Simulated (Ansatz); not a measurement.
# C₃H₈Cl₃NZr: up Jacob's ladder to CCSD(T)

The task here is to estimate one member of a computed series from the others.

Program: Ansatz 0.2.0, Gaussian basis. Level of theory: functionals in def2-TZVPP, the program's frozen cores in correlated methods. These are calculated values, not measurements.

The runs, in order: LDA (SPW92), PBE-D4, revPBE-D4, BLYP-D4, r2SCAN-D4, B97M-V, PBE0-D4, B3LYP-D4, r2SCANh-D4, r2SCAN0-D4, HSE06-D4, BHLYP-D4, CAM-B3LYP-D4, LC-ωPBE, ωB97X-V, ωB97M-V, B2PLYP, PBE-QIDH; CCSD(T)/def2-SVP; MP2/def2-TZVPP; MP2/def2-QZVPP; RPA on PBE.

1 further run of the same task is left out (it didn't finish).

## Structure used throughout

An earlier PBE0-D4 in a triple-zeta def2 set relaxation fixed the geometry. Zr takes the def2 core potential; no spin-orbit term is included.

SMILES `CC[N](C)[Zr]([Cl])([Cl])[Cl]`, 16 atoms, charge 0, spin multiplicity 1.

Atoms are counted from 1 here; the program's logs count them from 0.

Bond lengths: C1–C2 1.520 Å, C1–H9 1.092 Å, C1–H10 1.092 Å, C1–H11 1.092 Å, C2–N3 1.451 Å, C2–H12 1.099 Å, C2–H13 1.093 Å, N3–C4 1.450 Å, N3–Zr5 1.976 Å, C4–H14 1.095 Å, C4–H15 1.097 Å, C4–H16 1.099 Å, Zr5–Cl6 2.354 Å, Zr5–Cl7 2.342 Å, Zr5–Cl8 2.353 Å. Angles: C2–C1–H9 110.7°, C2–C1–H10 110.0°, C2–C1–H11 111.9°, H9–C1–H10 108.3°, H9–C1–H11 108.3°, H10–C1–H11 107.6°, C1–C2–N3 113.7°, C1–C2–H12 109.9°, C1–C2–H13 109.4°, N3–C2–H12 108.7°, N3–C2–H13 108.2°, H12–C2–H13 106.6°, C2–N3–C4 115.6°, C2–N3–Zr5 132.4°, C4–N3–Zr5 112.0°, N3–C4–H14 112.2°, N3–C4–H15 111.0°, N3–C4–H16 110.8° and more.

The first run:

Input file in.yaml:

```yaml
crystal:
  periodic: [false, false, false]
  atoms:
    - {symbol: C, position_ang: [1.890584, -0.940290, 0.099829]}
    - {symbol: C, position_ang: [0.982184, 0.080243, 0.765366]}
    - {symbol: N, position_ang: [-0.320296, 0.198456, 0.137205]}
    - {symbol: C, position_ang: [-1.201217, -0.941445, 0.300444]}
    - {symbol: Zr, position_ang: [-1.171732, 1.648750, -0.899333]}
    - {symbol: Cl, position_ang: [-3.105663, 2.284011, 0.282187]}
    - {symbol: Cl, position_ang: [0.385871, 3.386555, -1.099399]}
    - {symbol: Cl, position_ang: [-1.781335, 0.731252, -2.978745]}
    - {symbol: H, position_ang: [2.052436, -0.686208, -0.949850]}
    - {symbol: H, position_ang: [2.860606, -0.959303, 0.601268]}
    - {symbol: H, position_ang: [1.475082, -1.948579, 0.147585]}
    - {symbol: H, position_ang: [0.841135, -0.178058, 1.824275]}
    - {symbol: H, position_ang: [1.461883, 1.062285, 0.743730]}
    - {symbol: H, position_ang: [-0.810875, -1.839554, -0.188974]}
    - {symbol: H, position_ang: [-1.374287, -1.155110, 1.362092]}
    - {symbol: H, position_ang: [-2.184367, -0.743016, -0.147660]}
basis:
  gaussian: {orbitals: def2-TZVPP}
hamiltonian: {xc: lda}
output: {orbitals: {seedname: orbitals}}
```

Steps of the session up to this table: LDA; PBE-D4 (GGA); revPBE-D4 (GGA); BLYP-D4 (GGA); r2SCAN-D4 (meta-GGA); B97M-V (meta-GGA); PBE0-D4 (hybrid); B3LYP-D4 (hybrid); r2SCANh-D4 (hybrid); r2SCAN0-D4 (hybrid); HSE06-D4 (hybrid); BHLYP-D4 (hybrid); CAM-B3LYP-D4 (range-separated); LC-ωPBE (range-separated); ωB97X-V (range-separated); ωB97M-V (range-separated); B2PLYP (double hybrid); PBE-QIDH (double hybrid).

One of the session's tables, all rows but one given; the rest of the session is left out.

It belongs to the step «Frontier levels by functional». 

```
  functional  HOMO (eV)  LUMO (eV)  gap (eV)
 LDA (SPW92)      -6.28      -2.99      3.30
      PBE-D4      -6.13      -2.75      3.38
   revPBE-D4      -6.07      -2.67      3.41
     BLYP-D4      -6.00      -2.61      3.39
   r2SCAN-D4      -6.38      -2.61      3.77
      B97M-V      -6.47      -2.57      3.90
     PBE0-D4      -7.39      -1.92      5.47
    B3LYP-D4      -7.17      -2.11      5.05
  r2SCANh-D4      -6.85      -2.29      4.55
  r2SCAN0-D4      -7.56      -1.82      5.74
    HSE06-D4      -6.99      -2.29      4.69
    BHLYP-D4          ?          ?         ?
CAM-B3LYP-D4      -8.72      -0.80      7.92
     LC-ωPBE     -10.06       0.33     10.39
     ωB97X-V      -9.72       0.25      9.96
     ωB97M-V      -9.61       0.18      9.80
```

Estimate the missing values for BHLYP-D4.

Worked estimate for «HOMO (eV)». Against the share of exact exchange, BLYP-D4 (0, -6.00), B3LYP-D4 (0.2, -7.17) give a slope of -5.85 per unit share; at 0.5 the line stands at -8.92.

As computed: HOMO (eV): -8.55; LUMO (eV): -0.89; gap (eV): 7.66. In «HOMO (eV)» the line misses by -0.37.
